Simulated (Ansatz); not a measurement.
**H9NSi2Sn: a ladder of functionals and wavefunction methods**

An exercise on one series of results from a longer session: the logs are not shown, and one member is left open.

Computed with Ansatz 0.2.0, Gaussian basis. Level: functionals in def2-TZVPP, the program's frozen cores in correlated methods.

Levels to be run: PBE-D4, r2SCAN-D4, PBE0-D4, B3LYP-D4, ωB97X-V, ωB97M-V, B2PLYP; CCSD(T)/def2-TZVPP; MP2/def2-QZVPP; extrapolation to the limit.

## The geometry

All runs share one geometry, relaxed beforehand with PBE0-D4 in a triple-zeta def2 set. Sn takes the def2 core potential; no spin-orbit term is included.

SMILES `N[SiH]([SiH3])[SnH3]`, 13 atoms, charge 0, spin multiplicity 1.

Atoms are counted from 1 here; the program's logs count them from 0.

Bond lengths: N1–Si2 1.732 Å, N1–H5 1.008 Å, N1–H6 1.009 Å, Si2–Si3 2.350 Å, Si2–Sn4 2.568 Å, Si2–H7 1.491 Å, Si3–H8 1.490 Å, Si3–H9 1.491 Å, Si3–H10 1.490 Å, Sn4–H11 1.709 Å, Sn4–H12 1.712 Å, Sn4–H13 1.708 Å. Angles: Si2–N1–H5 119.0°, Si2–N1–H6 119.0°, H5–N1–H6 110.4°, N1–Si2–Si3 115.9°, N1–Si2–Sn4 107.5°, N1–Si2–H7 107.2°, Si3–Si2–Sn4 109.3°, Si3–Si2–H7 107.6°, Sn4–Si2–H7 109.1°, Si2–Si3–H8 110.0°, Si2–Si3–H9 111.5°, Si2–Si3–H10 110.7°, H8–Si3–H9 107.8°, H8–Si3–H10 108.2°, H9–Si3–H10 108.5°, Si2–Sn4–H11 111.4°, Si2–Sn4–H12 109.7°, Si2–Sn4–H13 112.2° and more.

As a file:

```mol
H9NSi2Sn
  3D, bonds by distance, orders not assigned

 13 12  0  0  0  0  0  0  0  0999 V2000
   -0.7247    1.4280    1.3023 N   0  0
    0.3821    0.5718    0.2821 Si  0  0
   -0.0900    0.6267   -2.0189 Si  0  0
    0.4392   -1.8683    1.0796 Sn  0  0
   -1.6531    1.0588    1.4350 H   0  0
   -0.7496    2.4354    1.2589 H   0  0
    1.7282    1.1807    0.4814 H   0  0
   -1.3945   -0.0417   -2.2877 H   0  0
   -0.1808    2.0260   -2.5256 H   0  0
    0.9660   -0.0869   -2.7902 H   0  0
    1.1963   -2.8829   -0.0684 H   0  0
   -1.1590   -2.4416    1.2990 H   0  0
    1.2601   -2.0409    2.5674 H   0  0
  1  2  8  0
  2  3  8  0
  2  4  8  0
  1  5  8  0
  1  6  8  0
  2  7  8  0
  3  8  8  0
  3  9  8  0
  3 10  8  0
  4 11  8  0
  4 12  8  0
  4 13  8  0
M  END
```

Set-up of the first run:

in.yaml reads:

```yaml
crystal:
  periodic: [false, false, false]
  atoms:
    - {symbol: N, position_ang: [-0.724707, 1.427978, 1.302254]}
    - {symbol: Si, position_ang: [0.382113, 0.571828, 0.282090]}
    - {symbol: Si, position_ang: [-0.089990, 0.626743, -2.018867]}
    - {symbol: Sn, position_ang: [0.439179, -1.868251, 1.079580]}
    - {symbol: H, position_ang: [-1.653096, 1.058781, 1.434977]}
    - {symbol: H, position_ang: [-0.749606, 2.435359, 1.258904]}
    - {symbol: H, position_ang: [1.728160, 1.180745, 0.481433]}
    - {symbol: H, position_ang: [-1.394487, -0.041656, -2.287746]}
    - {symbol: H, position_ang: [-0.180752, 2.025958, -2.525562]}
    - {symbol: H, position_ang: [0.965983, -0.086920, -2.790208]}
    - {symbol: H, position_ang: [1.196290, -2.882889, -0.068427]}
    - {symbol: H, position_ang: [-1.159004, -2.441622, 1.299033]}
    - {symbol: H, position_ang: [1.260119, -2.040854, 2.567440]}
basis:
  gaussian: {orbitals: def2-TZVPP}
hamiltonian: {xc: pbe, dispersion: d4}
output: {forces: true, orbitals: {seedname: orbitals}}
```

Command:

```console
ansatz run in.yaml --threads 4 --pin off --events-out ev --progress --plain --max-ram 10444MiB
```

Among the steps run: PBE-D4 (GGA); r2SCAN-D4 (meta-GGA); PBE0-D4 (hybrid); B3LYP-D4 (hybrid); ωB97X-V (range-separated); ωB97M-V (range-separated); B2PLYP (double hybrid); CCSD(T) in def2-TZVPP; MP2 in def2-QZVPP.

One table of the session follows, with a row left open; its other results are not shown here.

It belongs to the step «Atomisation energies». 

| method | atomisation energy (kJ/mol) |
| --- | --- |
| PBE-D4 | 3665.5 |
| r2SCAN-D4 | 3673.9 |
| PBE0-D4 | 3644.1 |
| B3LYP-D4 | 3691.8 |
| ωB97X-V | 3733.5 |
| ωB97M-V | 3691.6 |
| B2PLYP | 3624.4 |
| HF/def2-TZVPP | ? |
| MP2/def2-TZVPP | 3545.1 |
| CCSD/def2-TZVPP | 3560.9 |
| CCSD(T)/def2-TZVPP | 3601.5 |
| MP2/CBS | 3652.9 |
| CCSD(T)/CBS | 3709.3 |

Q: Estimate the row for HF/def2-TZVPP from the others.

As computed: atomisation energy (kJ/mol): 2659.8. In the column «atomisation energy (kJ/mol)» it is the lowest.

Caveats from the session: Free atoms (1 N, 2 Si, 1 Sn, 9 H) were run apart at each level; the atomisation energy is their sum less the molecule, without zero-point or spin-orbit terms.
